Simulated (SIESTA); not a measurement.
BPd4:

```
Pd B
1.0
     2.89203    0.00000    0.00000
     0.00000    4.36501    0.00000
     0.00000    0.00000    5.85632
Pd B
4 1
Direct
  0.50000 0.00000 0.19758
  0.00000 0.00000 0.61947
  0.00000 0.50000 0.32916
  0.50000 0.50000 0.86756
  0.50000 0.00000 0.86323
```

The cell comes from a database or a generator and needn't be the stable form of this composition.

| Property | Result |
| --- | --- |
| Program | SIESTA 5.4.2 |
| Task | single point |
| Functional | PBEsol |
| Potentials or basis | PseudoDojo 0.4 standard (PBEsol files) |
| Basis | DZP (energy shift 0.003 Ry; two zetas on semicore shells) |
| Grid cutoff | 800 Ry |
| Energy shift | 0.003 Ry |
| k mesh | 9 × 6 × 5 |
| Occupations | fermi-dirac, width 0.05 eV |
| Spin | no spin polarisation |

On this cell: pressure -6.7 GPa; largest force 0.099 eV/Å; band gap on the k mesh none (metal or under the smearing width).

The same run follows on a disturbed copy (atoms moved at random, drawn with an rms of 0.05 Å):

```
Pd B
1.0
     2.89203    0.00000    0.00000
     0.00000    4.36501    0.00000
     0.00000    0.00000    5.85632
Pd B
4 1
Cartesian
  1.4454 -0.0058 1.1594
  0.0209 -0.0711 3.5470
  0.0026 2.2637 1.8912
  1.4519 2.1975 5.0629
  1.4381 -0.0235 5.0676
```

What changes?

The energy (extrapolated to zero smearing) moves by +26.7 meV/atom; pressure -6.8 GPa; largest force 1.381 eV/Å; band gap on the k mesh none (metal or under the smearing width).

Forces in eV/Å, atoms in the order of the input:
```
Pd   0.031  0.799 -0.292
Pd  -0.114  0.675  1.199
Pd  -0.023 -1.260 -0.152
Pd   0.017 -0.368  0.052
B    0.090  0.154 -0.808
```

Stress tensor (GPa, compression positive):
```
-8.89  0.03  0.36
 0.03 -4.94  0.34
 0.36  0.34 -6.44
```

Caveats: the basis of atomic orbitals isn't converged, which shifts pressures, moduli and gaps.
